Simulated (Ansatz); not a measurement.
# C2H5AlOS, SMILES OC(S)=[CH][AlH2]: harmonic frequencies at the relaxed geometry

Program: the Python package of Ansatz (0.2.0).

Contents of `c2h5alos.xyz`:
```text
10

O    -2.04830   -0.11420   -1.01280
C    -0.91630   -0.34320   -0.34180
S    -0.52850   -2.05770   -0.04900
C    -0.05360    0.67670    0.06150
Al    1.59230    0.48310    1.02710
H    -2.39350    0.89370   -1.23260
H     0.24250   -2.15540   -1.24160
H    -0.38410    1.70360   -0.14920
H     2.16240   -0.93760    1.46140
H     2.41020    1.79980    1.48000
```

`c2h5alos.py`:
```python
'''Vibrations of C2H5AlOS.'''

import itertools

import ansatz as az
from ase import Atoms
from ase.data import atomic_numbers, covalent_radii
from ase.thermochemistry import IdealGasThermo
import numpy as np


def main() -> None:
    system = az.Crystal.molecule_from_extxyz('c2h5alos.xyz')

    base = (
        system.calculation()
        .basis(gaussian='cc-pVDZ')  # the orbital basis, by name
        .functional('b3lyp')
    )
    symbols = [site.symbol for site in system.cartesian_sites]
    start = np.array([site.position_ang for site in system.cartesian_sites], dtype=float)
    def progress(event):
        if event['event'] == 'relax_step':
            row = event['data']
            print(f'step {row["step"]:3d}  E = {row["lagrangian_ev"]:.6f} eV  largest force component {row["allowed_force_max_ev_ang"]:.4f} eV/A')


    data = base.relax(force_tolerance=0.003).session().plan().execute(on_event=progress).report
    end = np.array(data['positions_ang'])

    # pairs closer than 1.2 times the sum of covalent radii, before or after
    radius = [covalent_radii[atomic_numbers[s]] for s in symbols]
    span = lambda where, i, j: np.linalg.norm(where[i] - where[j])
    bonded = [(i, j) for i, j in itertools.combinations(range(len(symbols)), 2) if min(span(start, i, j), span(end, i, j)) < 1.2 * (radius[i] + radius[j])]
    print('pair        before    after (A)')
    for i, j in bonded:
        print(f'{symbols[i]}{i}-{symbols[j]}{j}'.ljust(10), f'{span(start, i, j):8.4f} {span(end, i, j):8.4f}')

    # frequencies need a stationary point, so they are taken at the relaxed geometry
    minimum = az.Crystal.molecule()
    for symbol, place in zip(symbols, end):
        minimum = minimum.atom(symbol, place.tolist())
    vibrating = (
        minimum.calculation()
        .basis(gaussian='cc-pVDZ')  # atom-centred Gaussian functions
        .functional('b3lyp')
        .phonons(temperatures=(200, 600, 100))
    )
    vib = vibrating.run(threads=1).report['vibrations']
    sums = vib['harmonic_sums']
    modes = [m['omega_inv_cm'] for m in sums['modes_at_gamma'] if m['rigid_motion'] == 'no']
    print('frequencies (1/cm):', ' '.join(f'{w:.0f}' for w in modes))
    print('imaginary modes:', sum(w < 0 for w in modes), ' zero-point energy:', round(sums['zero_point_energy_ev'], 4), 'eV')
    # rigid rotor and ideal gas, symmetry number taken as one
    gas = IdealGasThermo(vib_energies=[w / 8065.544 for w in modes if w > 0], geometry='linear' if len(modes) == 3 * len(symbols) - 5 else 'nonlinear',
                         atoms=Atoms(symbols, positions=end), symmetrynumber=1, spin=0.0)
    print(f'H(298 K) - E = {gas.get_enthalpy(298.15, verbose=False):.4f} eV')
    print(f'S(298 K, 1 bar) = {96485.33 * gas.get_entropy(298.15, 1e5, verbose=False):.1f} J/(mol K) with symmetry number 1')


if __name__ == '__main__':
    main()
```

```console
$ python c2h5alos.py
step   1  E = -21634.275890 eV  largest force component 3.4498 eV/A
step   2  E = -21634.749976 eV  largest force component 1.6185 eV/A
step   3  E = -21634.840751 eV  largest force component 0.6512 eV/A
step   4  E = -21634.870579 eV  largest force component 0.6055 eV/A
step   5  E = -21634.897952 eV  largest force component 0.2310 eV/A
step   6  E = -21634.932999 eV  largest force component 0.2749 eV/A
step   7  E = -21634.956142 eV  largest force component 0.9235 eV/A
step   8  E = -21635.005128 eV  largest force component 0.4726 eV/A
step   9  E = -21635.002457 eV  largest force component 0.3359 eV/A
step  10  E = -21635.020181 eV  largest force component 0.2035 eV/A
step  11  E = -21635.028156 eV  largest force component 0.1446 eV/A
step  12  E = -21635.021922 eV  largest force component 0.4666 eV/A
step  13  E = -21635.032574 eV  largest force component 0.0289 eV/A
step  14  E = -21635.033896 eV  largest force component 0.0974 eV/A
step  15  E = -21635.034537 eV  largest force component 0.0624 eV/A
step  16  E = -21635.035421 eV  largest force component 0.0139 eV/A
step  17  E = -21635.035545 eV  largest force component 0.0530 eV/A
step  18  E = -21635.035683 eV  largest force component 0.0200 eV/A
step  19  E = -21635.035759 eV  largest force component 0.0161 eV/A
step  20  E = -21635.035817 eV  largest force component 0.0216 eV/A
step  21  E = -21635.035843 eV  largest force component 0.0161 eV/A
step  22  E = -21635.035868 eV  largest force component 0.0077 eV/A
step  23  E = -21635.035884 eV  largest force component 0.0053 eV/A
step  24  E = -21635.035892 eV  largest force component 0.0050 eV/A
step  25  E = -21635.035897 eV  largest force component 0.0067 eV/A
step  26  E = -21635.035901 eV  largest force component 0.0059 eV/A
step  27  E = -21635.035901 eV  largest force component 0.0071 eV/A
step  28  E = -21635.035904 eV  largest force component 0.0028 eV/A
pair        before    after (A)
O0-C1        1.3357   1.3589
O0-H5        1.0878   0.9724
C1-S2        1.7820   1.7871
C1-C3        1.3954   1.3588
S2-H6        1.4235   1.3567
C3-Al4       1.9180   1.9310
C3-H7        1.0992   1.1027
Al4-H8       1.5912   1.5904
Al4-H9       1.6149   1.5915
frequencies (1/cm): 36 131 174 186 350 390 450 502 576 605 607 773 774 807 925 1153 1165 1360 1586 1888 1895 2674 3072 3724
imaginary modes: 0  zero-point energy: 1.5995 eV
H(298 K) - E = 1.8311 eV
S(298 K, 1 bar) = 361.7 J/(mol K) with symmetry number 1
```

Reading the output:
- Total energies depend on the basis set; only differences at equal settings carry meaning.
- The frequencies are harmonic and unscaled, in a modest basis. The result belongs to the one conformer reached from this start, and soft torsions count as harmonic oscillators.
- b3lyp holds the VWN-RPA fit, as in Gaussian; the form of ORCA and Turbomole is b3lyp5.
- The entropy takes a symmetry number of 1; a symmetric molecule's is lower by R ln(sigma).
- The whole script took 5.8 min on 1 thread of Arm Neoverse V2 (shared host), peak memory 0.36 GiB.

(A comment or docstring line of the script was reworded after the run, the code is as it ran; lines on the test bed's own set-up are left out of the output.)
